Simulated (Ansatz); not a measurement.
# Ni: one candidate structure

Where does Ni go from the start given, beta-tin type (I4_1/amd, No. 141)?

Program: Ansatz 0.2.0. Level of theory: DFT r2SCAN, scalar-relativistic, plane waves, PAW. These are calculated values, not measurements.

## Step 1: The system as given

It takes space group I4_1/amd (No. 141, tetragonal). The conventional cell has a = 4.305 Å, b = 4.305 Å, c = 2.348 Å, α = 90.00°, β = 90.00°, γ = 90.00°. Ni (site symmetry -4m2) is surrounded by 6 Ni at 2.23 to 2.35 Å.

As a file:

```xyz
2
Lattice="-2.1523 2.1523 1.1741 2.1523 -2.1523 1.1741 2.1523 2.1523 -1.1741" Properties=species:S:1:pos:R:3 pbc="T T T"
Ni    0.0000    0.0000    0.0000
Ni    0.0000    2.1523    0.5871
```

(A quick probe on a coarse mesh, which set the mesh and smearing, is not shown.)

## Step 3: Rough relaxation on the coarse mesh

Input file input.yaml:

```yaml
crystal:
  lattice:
    - [-2.1523410896, 2.1523410896, 1.1741417954]
    - [2.1523410896, -2.1523410896, 1.1741417954]
    - [2.1523410896, 2.1523410896, -1.1741417954]
  atoms:
    - { symbol: Ni, position: [0.0, 0.0, 0.0], spin: 0.86 }
    - { symbol: Ni, position: [0.75, 0.25, 0.5], spin: 0.86 }
basis:
  ecutwfc: 500
kpoints:
  mp_grid: { grid: [8, 8, 8] }
hamiltonian:
  xc: r2scan
scf:
  occupations: { method: gaussian, width: 0.1 }
  lower_state_search: "off"
output:
  forces: true
  stress: true
  eigenvalues: true
  populations: true
magnetization:
  spin_polarized: true
relax:
  adjacent_minimum: "off"
  f_tol: 0.04
  max_steps: 70
  cell: { stress_tol: 0.4 }
```

The session goes on with these runs: full relaxation.

Before running it: what results should come out?

The runs gave:

```
           quantity                                                                      value
cell (conventional)  a = 4.397 Å, b = 4.397 Å, c = 2.393 Å, α = 90.00°, β = 90.00°, γ = 90.00°
        space group                                                         I4_1/amd (No. 141)
             volume                                                              11.56 Å³/atom
    gap on the mesh                                                               none (metal)
     largest moment                                                                    0.79 μB
```

The space group stayed I4_1/amd, and from the first guess the volume went from 10.88 to 11.56 Å³/atom. Other magnetic orders or occupations could lie lower; they were not searched in full. The small moment in this metal comes from r2SCAN alone, which enlarges such moments; no other functional was run here.
